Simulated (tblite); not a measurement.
# BH6InO2Si: the cost of one run

Programs: tblite 0.8.0 and PySCF 2.14.0. All values are calculated, for the isolated system unless a continuum is named. Atoms count from 0, parts from 1.

## 1. Starting point

11 atoms, charge 0, multiplicity 1; geometry: rigid parts in contact. Parts: 1 = atoms 0–9, `O[BH2-]O[SiH3]`, charge -1; 2 = atom 10, `[In+]`, charge 1.

## 2. Search for minima with GFN2-xTB

Job settings and geometry (Å):

```
{"job": {"kind": "dock", "xc": "GFN2-xTB", "basis": "xTB"}, "charge": 0, "multiplicity": 1, "parts": [{"atoms": "0-9", "charge": -1, "multiplicity": 1}, {"atoms": "10-10", "charge": 1, "multiplicity": 1}]}
O      1.021713     1.564978     0.211618
B      0.526046     0.881281    -0.988390
O     -0.396625    -0.257559    -0.618717
Si    -0.845393    -1.037899     0.653030
H      1.468228     0.906045     0.742091
H      1.440923     0.370228    -1.638503
H     -0.111427     1.671504    -1.645382
H      0.214496    -1.850201     1.320210
H     -1.881021    -1.995748     0.200770
H     -1.436940    -0.252630     1.763274
In    -1.955165     2.618149    -0.549539
```

With the program's defaults for keys left out, this is: GFN2-xTB search for minima from random contacts, gas phase.

Started as:

```bash
> OMP_NUM_THREADS=1 python cluster_run.py task.json out
```

The driver reads the jobs from task.json and runs them one after another.

**Question.** How long does this first job take on 1 thread of Arm Neoverse V2, shared host?

About 3.8 s.
